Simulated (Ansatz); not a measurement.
# GePH3+ (doublet): wave-function methods side by side, cc-pVDZ

How much of the correlation energy of GePH3+ (doublet) does each wave-function method recover here?

Computed with Ansatz 0.2.0, Gaussian basis. Level: cc-pVDZ, correlated electrons: outside noble gas.

Plan: UHF; CCSD(T) on ROHF; CCSD(T) on UHF; BCCD(T) on ROHF; CISD; CCSDT(Q) on ROHF; CCSDT(Q) on UHF.

### Step 1. The geometry

The geometry is a PBE0/def2-TZVP stationary point (not a proven minimum) of the parent state, kept for this charge and spin. No spin-orbit coupling is included. The filled d shell of Ge may be among the frozen orbitals whatever the setting's name suggests; the logs give the count.

5 atoms, charge 1, spin multiplicity 2.

Atoms are counted from 1 here; the program's logs count them from 0.

Bond lengths: Ge1–P2 2.312 Å, Ge1–H3 1.539 Å, Ge1–H4 1.539 Å, Ge1–H5 1.539 Å. Angles: P2–Ge1–H3 110.1°, P2–Ge1–H4 110.1°, P2–Ge1–H5 110.1°, H3–Ge1–H4 108.8°, H3–Ge1–H5 108.8°, H4–Ge1–H5 108.8°.

In the tables R marks a restricted open-shell determinant and U an unrestricted one; correlation energies count from the lowest restricted Hartree-Fock solution.

### Step 2. UHF

Input file in.yaml:

```yaml
crystal:
  periodic: [false, false, false]
  atoms:
    - {symbol: Ge, position_ang: [-0.656484, -0.004808, 0.000881]}
    - {symbol: P, position_ang: [1.655316, 0.012124, -0.002222]}
    - {symbol: H, position_ang: [-1.195968, 1.436850, 0.003923]}
    - {symbol: H, position_ang: [-1.178396, -0.733455, 1.252326]}
    - {symbol: H, position_ang: [-1.181787, -0.729442, -1.251475]}
basis:
  gaussian: {orbitals: cc-pVDZ}
total_charge: 1
magnetization: {spin_polarized: true, initial_magnetization: 1}
hamiltonian: {xc: hf}
output: {orbitals: {seedname: orbitals}}
```

Started as:

```sh
> ansatz run in.yaml --threads 1 --pin off --events-out ev --progress --plain --max-ram 2393MiB
```

After this run come: CCSD(T) on ROHF; CCSD(T) on UHF; BCCD(T) on ROHF; CISD; CCSDT(Q) on ROHF; CCSDT(Q) on UHF.

Before running them: what should the planned runs give, taken together? Wanted: correlation energy, UCCSDT(Q); RMP2 from UCCSDT(Q); UMP2 from UCCSDT(Q); RCCSD from UCCSDT(Q); RCCSD(T) from UCCSDT(Q); UCCSD(T) from UCCSDT(Q); RCCSDT(Q) from UCCSDT(Q); T1 diagnostic.

**Answer**, as computed:

```
                                      quantity                      value
                 correlation energy, UCCSDT(Q)                 -6.0757 eV
                           RMP2 from UCCSDT(Q)                +1473.3 meV
                           UMP2 from UCCSDT(Q)                +1481.9 meV
                          RCCSD from UCCSDT(Q)                 +212.9 meV
                       RCCSD(T) from UCCSDT(Q)                  +51.6 meV
                       UCCSD(T) from UCCSDT(Q)                  +51.6 meV
                      RCCSDT(Q) from UCCSDT(Q)                   +1.5 meV
levels of the table within 1 kcal/mol (43 meV)  RCCSDT, UCCSDT, RCCSDT(Q)
                                 T1 diagnostic                      0.028
```

What this shows: RCCSD(T) lands +51.6 meV from the yardstick (0.8 % of the correlation energy). Coupled cluster took another determinant than the lowest Hartree-Fock one. These misses are within one basis, not against nature; the frozen cores of restricted and unrestricted runs differ, which can shift their rows.
